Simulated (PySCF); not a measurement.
# C3H9PSe (trimethylphosphine selenide): the cost of one run

Computed with PySCF 2.14.0, with density-fitted response routines of our own, on a single molecule in the gas phase. Atoms are numbered from 0 throughout.

### 1 The molecule as given

14 atoms, charge 0, multiplicity 1; geometry from: GFN2-xTB.

Bonds of the start (Å): C0–P1 1.83, P1–C2 1.83, P1–C3 1.83, P1–Se4 2.10, C0–H5 1.09, C0–H6 1.09, C0–H7 1.09, C2–H8 1.09, C2–H9 1.09, C2–H10 1.09, C3–H11 1.09, C3–H12 1.09, C3–H13 1.09.

### 2 Optimising the geometry at PBE0-D3(BJ)/def2-SVP

Job settings and geometry (Å):

```
{"job": {"xc": "PBE0", "basis": "def2-SVP", "d3": "d3bj", "grid": 1, "kind": "geom"}, "charge": 0, "multiplicity": 1}
C      1.316330    -0.938835    -0.475857
P      0.182442     0.093557     0.527044
C     -0.051967     1.620210    -0.458714
C     -1.432159    -0.768206     0.443088
Se     0.855827     0.440694     2.480968
H      0.943995    -1.069439    -1.489425
H      1.419860    -1.906186     0.013037
H      2.291365    -0.454461    -0.494534
H     -0.771344     2.253061     0.058561
H     -0.404690     1.395914    -1.462834
H      0.900638     2.145324    -0.504574
H     -1.728550    -0.959054    -0.585987
H     -1.346212    -1.706796     0.988636
H     -2.176212    -0.146256     0.938426
```

Launch:

```console
> OMP_NUM_THREADS=1 python probes_run.py task.json out
```

The driver reads the jobs from task.json and runs them one after another.

Q: Estimate the wall time and peak memory of this first job on 1 thread of Arm Neoverse V1, shared host.

About 33 s, with a peak of 0.6 GiB.
